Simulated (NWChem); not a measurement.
# One shape, several levels: C2H7ClSi2 (SMILES C=C[SiH2][SiH2]Cl)

Wanted: a comparison of 4 runs (HF/STO-3G, HF/3-21G, B3LYP/6-31G*) of C2H7ClSi2. 

Program for the calculation: NWChem 7.3.0.

### 1 Starting point

C2H7ClSi2 has 12 atoms, charge 0, and is taken as a singlet. SMILES: `C=C[SiH2][SiH2]Cl`. Geometry: relaxed at PBE0-D4/def2-TZVP. This is one conformer, not always the lowest.

Bond lengths: C1–C2 1.330 Å, C2–Si3 1.858 Å, Si3–Si4 2.343 Å, Si4–Cl5 2.066 Å, C1–H6 1.086 Å, C1–H7 1.086 Å, C2–H8 1.089 Å, Si3–H9 1.491 Å, Si3–H10 1.488 Å, Si4–H11 1.486 Å, Si4–H12 1.486 Å. Some angles: C1–C2–Si3 123.1°, C2–Si3–Si4 109.8°, Si3–Si4–Cl5 108.4°, C1–C2–H8 118.3°, Si3–C2–H8 118.5°, C2–C1–H6 121.8°, C2–C1–H7 122.0°, C2–Si3–H9 111.3°, C2–Si3–H10 109.6°, Si4–Si3–H9 107.9°.

### 2 Energy and forces at HF/STO-3G (run 1)

run.py

```python
from ase import Atoms
from ase.calculators.nwchem import NWChem

atoms = Atoms(['C', 'C', 'Si', 'Si', 'Cl', 'H', 'H', 'H', 'H', 'H', 'H', 'H'], positions=[
    [-0.509300, 1.931900, 1.146000],
    [-0.550400, 0.602300, 1.142300],
    [0.787400, -0.452500, 0.400800],
    [0.008500, -1.456500, -1.567400],
    [-0.511600, 0.036500, -2.897700],
    [0.334100, 2.480100, 0.736100],
    [-1.315400, 2.532300, 1.558300],
    [-1.426100, 0.111500, 1.564100],
    [1.202200, -1.536600, 1.336400],
    [1.966400, 0.393300, 0.071400],
    [-1.204100, -2.281700, -1.327600],
    [1.036100, -2.305800, -2.223500],
])

calc = NWChem(
    label='c2h7clsi2',
    theory='scf',
    memory='2200 mb',
    basis='STO-3G',
    basispar='spherical bse',
    scf={'nopen': '0', 'rhf': None, 'thresh': '1e-08', 'maxiter': '80', 'print': 'low'},
)
atoms.calc = calc

forces = atoms.get_forces()
e = atoms.get_potential_energy()
print(f"E = {e:.6f} eV")
print("forces (eV/A):")
for s, f in zip(atoms.symbols, forces):
    print(f"{s:2s} {f[0]:10.5f} {f[1]:10.5f} {f[2]:10.5f}")
```

Command:

```
$ export ASE_NWCHEM_COMMAND="nwchem PREFIX.nwi > PREFIX.nwo"
$ python run.py
```

Log:

```text
E = -30060.545651 eV
forces (eV/A):
C    -0.11513   -1.64710    0.05667
C     0.13755    1.41930   -0.02556
Si    1.14142   -0.86106   -0.53695
Si    0.56487   -1.73030    1.58411
Cl   -0.23994    0.49190   -0.64098
H    -0.17761    0.03121    0.07379
H     0.16434    0.00463   -0.06325
H     0.21510    0.12542   -0.08541
H    -0.48697    1.29722   -1.04808
H    -1.34129   -0.98545    0.45030
H     1.28452    0.90853   -0.37944
H    -1.14697    0.94575    0.61470
```

The calculator wrote c2h7clsi2.nwi:

```
title "c2h7clsi2"

permanent_dir c2h7clsi2

scratch_dir c2h7clsi2

start c2h7clsi2

geometry units angstrom nocenter noautosym noautoz
  C  -5.0929999999999997e-01 1.9319000000000000e+00 1.1459999999999999e+00
  C  -5.5040000000000000e-01 6.0229999999999995e-01 1.1423000000000001e+00
  Si 7.8739999999999999e-01 -4.5250000000000001e-01 4.0079999999999999e-01
  Si 8.5000000000000006e-03 -1.4564999999999999e+00 -1.5673999999999999e+00
  Cl -5.1160000000000005e-01 3.6499999999999998e-02 -2.8976999999999999e+00
  H  3.3410000000000001e-01 2.4801000000000002e+00 7.3609999999999998e-01
  H  -1.3153999999999999e+00 2.5323000000000002e+00 1.5583000000000000e+00
  H  -1.4260999999999999e+00 1.1150000000000000e-01 1.5641000000000000e+00
  H  1.2021999999999999e+00 -1.5366000000000000e+00 1.3364000000000000e+00
  H  1.9663999999999999e+00 3.9329999999999998e-01 7.1400000000000005e-02
  H  -1.2040999999999999e+00 -2.2816999999999998e+00 -1.3275999999999999e+00
  H  1.0361000000000000e+00 -2.3058000000000001e+00 -2.2235000000000000e+00
end

memory 2200 mb

basis spherical bse noprint
   * library STO-3G
end

scf
  nopen 0
  rhf
  thresh 1e-08
  maxiter 80
  print low
end

task scf gradient
```

c2h7clsi2.nwo:

```text
Northwest Computational Chemistry Package (NWChem) 7.3.0
             --------------------------------------------------------

           Job information
           ---------------

    nwchem branch   = 7.3.0
    use scalapack   = T
    input           = c2h7clsi2.nwi
    prefix          = c2h7clsi2.
    data base       = c2h7clsi2/c2h7clsi2.db
    status          = startup
    nproc           =        1

           Memory information
           ------------------

[... 5 lines left out ...]
    hardfail = no
[... 117 lines left out ...]
       Final RHF  results
[... 3 lines left out ...]
      One-electron energy =  -2177.804777852792
[... 1 line left out ...]
 Nuclear repulsion energy =    323.796107118943
[... 3 lines left out ...]
                              NWChem Gradients Module
                              -----------------------

                         RHF ENERGY GRADIENTS

    atom               coordinates                        gradient
                 x          y          z           x          y          z
   1 C      -0.962437   3.650762   2.165626    0.002239   0.032031  -0.001102
   2 C      -1.040105   1.138182   2.158634   -0.002675  -0.027601   0.000497
   3 Si      1.487970  -0.855101   0.757402   -0.022197   0.016745   0.010442
[... 8 lines of this table left out ...]
  12 H       1.957945  -4.357330  -4.201806    0.022305  -0.018392  -0.011954

 Task  times  cpu:        3.5s     wall:        3.5s
 Total times  cpu:        3.5s     wall:        3.5s
```

Run time: 4.5 s. Hardware: 1 thread of Intel Xeon 6975P-C (Granite Rapids), shared host; peak memory 0.099 GiB.

### 3 Energy and gradient at HF/3-21G (run 2)

run.py

```python
from ase import Atoms
from ase.calculators.nwchem import NWChem

mol = Atoms(['C', 'C', 'Si', 'Si', 'Cl', 'H', 'H', 'H', 'H', 'H', 'H', 'H'], positions=[
    [-0.509300, 1.931900, 1.146000],
    [-0.550400, 0.602300, 1.142300],
    [0.787400, -0.452500, 0.400800],
    [0.008500, -1.456500, -1.567400],
    [-0.511600, 0.036500, -2.897700],
    [0.334100, 2.480100, 0.736100],
    [-1.315400, 2.532300, 1.558300],
    [-1.426100, 0.111500, 1.564100],
    [1.202200, -1.536600, 1.336400],
    [1.966400, 0.393300, 0.071400],
    [-1.204100, -2.281700, -1.327600],
    [1.036100, -2.305800, -2.223500],
])

calc = NWChem(
    label='job',
    theory='scf',
    memory='2200 mb',
    basis='3-21G',
    basispar='spherical bse',
    scf={'nopen': '0', 'rhf': None, 'thresh': '1e-08', 'maxiter': '80'},
)
mol.calc = calc

forces = mol.get_forces()
e = mol.get_potential_energy()
print(f"E = {e:.6f} eV")
print("forces (eV/A):")
for s, f in zip(mol.symbols, forces):
    print(f"{s:2s} {f[0]:10.5f} {f[1]:10.5f} {f[2]:10.5f}")
print("dipole (e A):", mol.get_dipole_moment().round(4))
```

Command:

```
$ export ASE_NWCHEM_COMMAND="nwchem PREFIX.nwi > PREFIX.nwo"
$ python run.py
```

Log:

```text
E = -30244.698169 eV
forces (eV/A):
C    -0.00437   -0.13159    0.04489
C    -0.86446    0.85350    0.36330
Si    0.66021   -0.28303    0.14887
Si    0.49843   -2.00376    1.22960
Cl   -0.61676    1.73020   -1.58457
H    -0.37142   -0.16908    0.16764
H     0.34818   -0.22893   -0.16836
H     0.34047    0.16887   -0.14054
H     0.01342   -0.01260   -0.05147
H    -0.01183   -0.03708   -0.02376
H     0.05348    0.05620   -0.01208
H    -0.04541    0.05728    0.02648
dipole (e A): [ 0.079  -0.182   0.5507]
```

The calculator wrote job.nwi:

```
title "job"

permanent_dir job

scratch_dir job

start job

geometry units angstrom nocenter noautosym noautoz
  C  -5.0929999999999997e-01 1.9319000000000000e+00 1.1459999999999999e+00
  C  -5.5040000000000000e-01 6.0229999999999995e-01 1.1423000000000001e+00
  Si 7.8739999999999999e-01 -4.5250000000000001e-01 4.0079999999999999e-01
  Si 8.5000000000000006e-03 -1.4564999999999999e+00 -1.5673999999999999e+00
  Cl -5.1160000000000005e-01 3.6499999999999998e-02 -2.8976999999999999e+00
  H  3.3410000000000001e-01 2.4801000000000002e+00 7.3609999999999998e-01
  H  -1.3153999999999999e+00 2.5323000000000002e+00 1.5583000000000000e+00
  H  -1.4260999999999999e+00 1.1150000000000000e-01 1.5641000000000000e+00
  H  1.2021999999999999e+00 -1.5366000000000000e+00 1.3364000000000000e+00
  H  1.9663999999999999e+00 3.9329999999999998e-01 7.1400000000000005e-02
  H  -1.2040999999999999e+00 -2.2816999999999998e+00 -1.3275999999999999e+00
  H  1.0361000000000000e+00 -2.3058000000000001e+00 -2.2235000000000000e+00
end

memory 2200 mb

basis spherical bse noprint
   * library 3-21G
end

scf
  nopen 0
  rhf
  thresh 1e-08
  maxiter 80
end

task scf gradient
```

job.nwo:

```text
Northwest Computational Chemistry Package (NWChem) 7.3.0
             --------------------------------------------------------

           Job information
           ---------------

    nwchem branch   = 7.3.0
    use scalapack   = T
    input           = job.nwi
    prefix          = job.
    data base       = job/job.db
    status          = startup
    nproc           =        1

           Memory information
           ------------------

[... 5 lines left out ...]
    hardfail = no
[... 141 lines left out ...]
         Quadratically convergent ROHF
[... 14 lines left out ...]
       Final RHF  results
[... 4 lines left out ...]
      Two-electron energy =    746.373812417633
[... 51 lines left out ...]
                       ROHF Final Molecular Orbital Analysis
[... 291 lines left out ...]
                 ----------------------------------------
                 |  Time  |  1-e(secs)   |  2-e(secs)   |
                 ----------------------------------------
                 |  CPU   |       0.00   |       0.69   |
                 ----------------------------------------
                 |  WALL  |       0.00   |       0.69   |
                 ----------------------------------------

 Task  times  cpu:        4.2s     wall:        4.2s
 Total times  cpu:        4.2s     wall:        4.2s
```

Wall time 5.4 s (1 thread of Intel Xeon 6975P-C (Granite Rapids), shared host); peak memory 0.096 GiB.

Run 3 isn't shown in full; the table further down has it.

### 4 Energy and forces at B3LYP/6-31G(d) (Cartesian functions) (run 4)

mol.xyz

```xyz
12

C     -0.509300     1.931900     1.146000
C     -0.550400     0.602300     1.142300
Si     0.787400    -0.452500     0.400800
Si     0.008500    -1.456500    -1.567400
Cl    -0.511600     0.036500    -2.897700
H      0.334100     2.480100     0.736100
H     -1.315400     2.532300     1.558300
H     -1.426100     0.111500     1.564100
H      1.202200    -1.536600     1.336400
H      1.966400     0.393300     0.071400
H     -1.204100    -2.281700    -1.327600
H      1.036100    -2.305800    -2.223500
```

mol.nw

```
start mol
memory total 2200 mb

geometry units angstrom noautosym nocenter noautoz
  load mol.xyz
end

basis cartesian
  C library 6-31G*
  Si library 6-31G*
  Cl library 6-31G*
  H library 6-31G*
end

dft
  xc b3lyp
  grid fine
  convergence energy 1e-08
  maxiter 100
  mulliken
end

task dft gradient
```

Command:

```
$ nwchem mol.nw > mol.out
```

Log:

```text
[...]
          Wavefunction type:  closed shell.
          No. of atoms     :    12
          No. of electrons :    64
[...]
          Charge           :     0
          Spin multiplicity:     1
[...]
          AO basis - number of functions:   101
[...]
              XC Information
              --------------
                         B3LYP Method XC Potential
                     Hartree-Fock (Exact) Exchange  0.200
                        Slater Exchange Functional  0.800 local
                    Becke 1988 Exchange Functional  0.720 non-local
              Lee-Yang-Parr Correlation Functional  0.810
                  VWN I RPA Correlation Functional  0.190 local
[...]
 d= 0,ls=0.0,diis     1  -1119.5709325909 -1.44D+03  1.06D-02  6.42D-01     3.1
[...]
 d= 0,ls=0.0,diis    10  -1119.6298031593 -6.31D-09  3.08D-07  1.82D-09    24.6
         Total DFT energy =    -1119.629803159256
      One electron energy =    -2189.575945557942
           Coulomb energy =      829.751316940475
    Exchange-Corr. energy =      -83.601281660732
 Nuclear repulsion energy =      323.796107118943
[...]
  wavefunction    = closed shell
[...]
```

Wall time 32 s (1 thread of Intel Xeon 6975P-C (Granite Rapids), shared host); peak memory 0.13 GiB.

### 5 The series

```
run                               level  iteration cap  module   energy (Eh)  largest force (eV/Å)  wall time
  1                           HF/STO-3G             80     scf  -1104.704686                 2.413      4.5 s
  2                            HF/3-21G             80     scf  -1111.472166                 2.426      5.4 s
  3  B3LYP/6-31G* (spherical functions)            100     dft  -1119.621417                 0.541       31 s
  4  B3LYP/6-31G* (Cartesian functions)            100     dft  -1119.629803                 0.549       32 s
```

### 6 Results

```
                       quantity           value
            run 4: total energy  -1119.62980 Eh
           run 4: dipole moment          1.84 D
             run 4: HOMO energy        -7.29 eV
             run 4: LUMO energy        -0.59 eV
           run 4: HOMO–LUMO gap         6.70 eV
run 4: largest force on an atom      0.549 eV/Å
```

**Reading.** Over runs 2, 3, 4 the dipole moment (its size) runs from 1.84 D (B3LYP/6-31G*) to 2.81 D (HF/3-21G). The two ends differ in method and basis. Over runs 2, 3, 4 the HOMO–LUMO gap runs from 6.70 eV (B3LYP/6-31G*) to 12.93 eV (HF/3-21G). In run 1 the basis is minimal, so the values are rough. All runs together took 72 s, the longest 32 s.
